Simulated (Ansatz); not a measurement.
# triplet SnH4: levels of theory compared

Aim: a comparison of 6 runs (UHF/STO-3G, U-wB97M-V/def2-SVPD, UB2PLYP/def2-SVPD, UBHLYP/def2-SVPD, RPA@PBE0/def2-SVPD, UMP2/def2-SVPD) of triplet SnH4. 

The results are computed with Ansatz 0.2.0.

30 further runs of the same task are left out: 1 that didn't finish, 29 set aside as unsound or not needed.

## 1. The molecule

SnH4 has 5 atoms, charge 0, and is taken as a triplet. SMILES of the parent species: `[SnH4]`. The coordinates come from a PBE0-D4/def2-TZVP relaxation. That shape belongs to the parent species and isn't relaxed for this state.

Bond lengths: Sn1–H2 1.704 Å, Sn1–H3 1.704 Å, Sn1–H4 1.704 Å, Sn1–H5 1.704 Å. Angles: H2–Sn1–H3 109.5°, H2–Sn1–H4 109.5°, H2–Sn1–H5 109.5°, H3–Sn1–H4 109.5°, H3–Sn1–H5 109.5°, H4–Sn1–H5 109.5°.

## 2. A single-point energy at UHF/STO-3G (run 1)

Input file run.yaml:

```yaml
crystal:
  periodic: [false, false, false]
  atoms:
    - {symbol: Sn, position_ang: [0.000030, 0.000010, 0.000040]}
    - {symbol: H, position_ang: [0.823920, -0.853480, 1.222940]}
    - {symbol: H, position_ang: [-1.563610, 0.403420, 0.543140]}
    - {symbol: H, position_ang: [-0.116810, -0.974610, -1.392490]}
    - {symbol: H, position_ang: [0.856470, 1.424640, -0.373640]}
basis:
  gaussian: {orbitals: STO-3G}
magnetization: {spin_polarized: true, initial_magnetization: 2}
hamiltonian: {xc: hf}
accuracy: high
output: {orbitals: {seedname: orbitals}}
```

Run with:

```bash
$ ansatz run run.yaml --threads 1 --pin off --max-ram 3480MiB --events-out events.jsonl --progress --plain --runs-dir runs
```

Log:

```text
Warning: RAYON_NUM_THREADS=1 ignored (pool sized by the plan → 1); use --threads N
Functional definition: HF
  name "HF"
  exchange = exact_x
  correlation = 0
544 factors; integrals over basis functions are off by at most 4.0e-9 eV
mean field evaluation 1: about -162318.2117 eV, gradient 5.4e0 eV
mean field evaluation 2: about -162318.3092 eV, gradient 5.4e0 eV
mean field evaluation 4: about -162319.1560 eV, gradient 2.0e0 eV
mean field evaluation 8: about -162318.9223 eV, gradient 6.4e-1 eV
mean field evaluation 16: about -162321.9473 eV, gradient 4.6e-2 eV
mean field evaluation 32: about -162319.6430 eV, gradient 2.8e0 eV
mean field evaluation 64: about -162319.0952 eV, gradient 2.0e0 eV
mean field -162321.94739361 eV, -5965.2215409474 hartree, gradient 2.4e-8 eV, S^2 2.006218; 0 other end points of the search recorded, 0 dependent functions left out
reference -162321.94739361 eV, -5965.2215409474 hartree; 28, 26 occupied and 3, 5 virtual orbitals, 544 factors
Total energy: -162321.94739361 eV, -5965.2215409474 hartree
```

It took 1.2 s on 1 thread of Intel Xeon Platinum 8259CL at 2.50GHz (Skylake/Cascade Lake), shared host; peak memory 0.11 GiB.

## 3. A single-point energy at U-wB97M-V/def2-SVPD (core potential) (run 2)

Input file in.yaml:

```yaml
crystal:
  periodic: [false, false, false]
  atoms:
    - {symbol: Sn, position_ang: [0.000030, 0.000010, 0.000040]}
    - {symbol: H, position_ang: [0.823920, -0.853480, 1.222940]}
    - {symbol: H, position_ang: [-1.563610, 0.403420, 0.543140]}
    - {symbol: H, position_ang: [-0.116810, -0.974610, -1.392490]}
    - {symbol: H, position_ang: [0.856470, 1.424640, -0.373640]}
basis:
  gaussian:
    orbitals: def2-SVPD
accuracy: high
hamiltonian:
  xc: {name: wB97M-V}
magnetization:
  spin_polarized: true
  initial_magnetization: 2
output: {orbitals: {seedname: orbitals}}
```

Run with:

```bash
$ ansatz run in.yaml --threads 1 --pin off --max-ram 3480MiB --events-out events.jsonl --progress --plain --runs-dir runs
```

Log, cut to the lines that bear on the results:

```text
Warning: RAYON_NUM_THREADS=1 ignored (pool sized by the plan → 1); use --threads N
Functional definition: wB97M-V
  name "wB97M-V"
[...]
  gx(w, u) = 1 - cx + cx01*u + cx10*w
  gss(w, u) = css00 + css04*u^4 + css10*w + css20*w^2 + css43*w^4*u^3
  gos(w, u) = cos00 + cos10*w + (cos20 + cos21*u)*w^2 + (cos60 + cos61*u)*w^6
[...]
      + integral(e_c_pw_mod_opposite_spin*gos(b97_w_opposite, b97_u_opposite)) + vv10(b, c)
1488 factors; integrals over basis functions are off by at most 2.8e-9 eV
385 factors; integrals over basis functions are off by at most 1.6e-9 eV
[...]
mean field -5886.16354912 eV, -216.3125206451 hartree, gradient 4.2e-8 eV, S^2 2.001672; 6 other end points of the search recorded, 0 dependent functions left out
reference -5886.16355216 eV, -216.3125207567 hartree; 14, 12 occupied and 50, 52 virtual orbitals, 1488 factors
Total energy: -5886.16355216 eV, -216.3125207567 hartree
```

It took 49 s on 1 thread of Intel Xeon Platinum 8259CL at 2.50GHz (Skylake/Cascade Lake), shared host; peak memory 0.69 GiB.

Runs 3 to 5 aren't shown in full; the table further down has their settings and results.

## 4. The energy at UMP2/def2-SVPD (core potential) (run 6)

Edit in.yaml of step 3 so:

```diff
@@ -11,5 +11,2 @@
     orbitals: def2-SVPD
-accuracy: high
-hamiltonian:
-  xc: {name: wB97M-V}
 magnetization:
@@ -17,2 +14,5 @@
   initial_magnetization: 2
-output: {orbitals: {seedname: orbitals}}
+correlation:
+  method: mp2
+  frozen_orbitals: {H: 0, Sn: 4}
+accuracy: high
```

Run with:

```bash
$ ansatz run in.yaml --threads 1 --pin off --max-ram 3480MiB --events-out events.jsonl --progress --plain --runs-dir runs
```

Log, cut to the lines that bear on the results:

```text
Warning: RAYON_NUM_THREADS=1 ignored (pool sized by the plan → 1); use --threads N
[... 2 set-up lines as earlier in the session ...]
[...]
1488 factors; integrals over basis functions are off by at most 2.8e-9 eV
[...]
mean field -5860.43922153 eV, -215.3671690429 hartree, gradient 5.7e-8 eV, S^2 2.005412; 22 other end points of the search recorded, 0 dependent functions left out
4 core orbitals not correlated: weight in the atoms' cores, before any rotation towards them, 1.000 or more for the frozen orbitals, at most 0.000 for the correlated occupied ones
reference -5860.43922153 eV, -215.3671690429 hartree; 10, 8 occupied and 50, 52 virtual orbitals, 1488 factors
second order -3.58089013 eV of doubles, -0.00000000 eV of singles
Total energy: -5864.02011167 eV, -215.4987643281 hartree
```

Wall time 9.6 s (1 thread of Intel Xeon Platinum 8259CL at 2.50GHz (Skylake/Cascade Lake), shared host); peak memory 0.21 GiB.

## 5. Overview of the runs

```csv
run,level,core potential,frozen core orbitals,energy (Eh),HOMO energy (eV),⟨S²⟩,wall time
1,UHF/STO-3G,none,–,-5965.221541,0.70,2.006,1.2 s
2,U-wB97M-V/def2-SVPD (core potential),def2-SVPD,–,-216.312521,-4.19,2.002,49 s
3,UB2PLYP/def2-SVPD (core potential),def2-SVPD,4,-216.102481,-3.09,2.004,23 s
4,UBHLYP/def2-SVPD (core potential),def2-SVPD,–,-216.309522,-3.09,2.004,22 s
5,RPA@PBE0/def2-SVPD (core potential),def2-SVPD,4,-215.606524,–,2.002,26 s
6,UMP2/def2-SVPD (core potential),def2-SVPD,4,-215.498764,–,2.005,9.6 s
```

## 6. Outcome

| quantity | value |
| --- | --- |
| run 6: total energy | -215.49876 Eh |
| run 6: correlation energy (4 core orbitals frozen) | -131.6 mEh |
| run 6: ⟨S²⟩ of the reference determinant | 2.005 |

In words: Totals of different functionals can't be ranked against each other. Some runs of one species differ in core potentials or relativity; totals across that change don't compare. In run 1 the basis is minimal, so the values are rough. In run 1 relativity is left out where basis or elements ask for it. All runs together took 2.2 min, the longest 49 s.
